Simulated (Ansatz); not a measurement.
HfB:

```
Hf B
1.0
     0.00000    2.31000    2.31000
     2.31000    0.00000    2.31000
     2.31000    2.31000    0.00000
Hf B
1 1
Direct
  0.50000 0.50000 0.50000
  0.00000 0.00000 0.00000
```

Program: Ansatz 0.2.0. Alike in all runs: task band structure; potentials or basis Ansatz PAW; cell as given; cutoff (eV) 420; smearing fermi-dirac 0.05 eV.

Question: Order these runs on this cell by their pressure, lowest first.
A. level PBE; spin off; k mesh 10 × 10 × 10
B. level PBEsol; spin off; k mesh 10 × 10 × 10
C. level LDA; spin SOC, no magnetisation; k mesh 7 × 7 × 7

Answer: C (16.9 GPa), B (23.2 GPa), A (29.6 GPa).

Caveats: so large a pressure means that the cell lies far from this level's equilibrium, or that cutoff or potentials fall short (some runs); the PAW data sets come from PBE, with cores solved anew for the run's functional, which leaves a small shift of forces and pressure (some runs); a pressure of tens of GPa on the cell as given is suspect, and the run, the potentials or the cell itself is likely at fault (some runs).
